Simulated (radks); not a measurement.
# Sm with its nuclear charge varied continuously

What is the energy between the elements? 62 electrons are held in [Xe] 4f6 6s2 while Z is changed in small steps.

The numbers are computed with radks (a radial shooting solver on a logarithmic mesh, Libxc functionals) version 1 (scalar-relativistic Kohn-Sham, r2SCAN, spin-polarised, spherical densities, finite nucleus; open shells are filled with parallel spins first), except any that are marked as measured or tabulated.

1 further run of the same task is left out (it didn't finish).

## Step 1: What is computed

- element: samarium (Z = 62)
- charge: 0
- electrons: 62
- configuration: [Xe] 4f6 6s2
- nuclear rms radius: 5.0819 fm

Outer shells as boxes (Hund's rule):

Sm
```
[Xe] core
4f [↑ ][↑ ][↑ ][↑ ][↑ ][↑ ][  ]
6s [↑↓]
```

## Step 2: Z = 62

Settings of this run:

```text
Z 62
configuration [Xe] 4f6 6s2
relativity scalar-relativistic
functional r2scan,r2scan
spin polarised
nucleus finite rms 5.0819 fm
c 137.035999084
```

## Step 3: Z = 62.2

Settings, as their differences from step 2:

```diff
@@ -1,2 +1,2 @@
-Z 62
+Z 62.2
 configuration [Xe] 4f6 6s2
```

## Step 4: Z = 62.4

Settings, as their differences from step 3:

```diff
@@ -1,2 +1,2 @@
-Z 62.2
+Z 62.4
 configuration [Xe] 4f6 6s2
```

## Step 5: Z = 62.6

Settings, as their differences from step 4:

```diff
@@ -1,2 +1,2 @@
-Z 62.4
+Z 62.6
 configuration [Xe] 4f6 6s2
```

## Step 6: Z = 62.8

Settings, as their differences from step 5:

```diff
@@ -1,2 +1,2 @@
-Z 62.6
+Z 62.8
 configuration [Xe] 4f6 6s2
```

## Step 7: Z = 63

Settings, as their differences from step 6:

```diff
@@ -1,2 +1,2 @@
-Z 62.8
+Z 63
 configuration [Xe] 4f6 6s2
```

Q: Predict the outcome of this session. Wanted: for each run, Z; E; E(electron-nucleus)/Z; highest level; its energy; <r>.

The runs gave:

| Z | E (hartree) | E(electron-nucleus)/Z (hartree) | highest level | its energy (eV) | <r> (bohr) |
| --- | --- | --- | --- | --- | --- |
| 62 | -10427.9245 | -409.453 | 6s down | -3.442 | 4.564 |
| 62.2 | -10510.4469 | -411.371 | 6s down | -4.584 | 4.340 |
| 62.4 | -10593.3579 | -413.287 | 6s down | -5.804 | 4.150 |
| 62.6 | -10676.6572 | -415.202 | 6s down | -7.094 | 3.986 |
| 62.8 | -10760.3448 | -417.116 | 6s down | -8.452 | 3.842 |
| 63 | -10844.4207 | -419.031 | 6s down | -9.872 | 3.715 |

In words: The top level goes from -3.442 eV at Z = 62 to -9.872 eV at Z = 63.
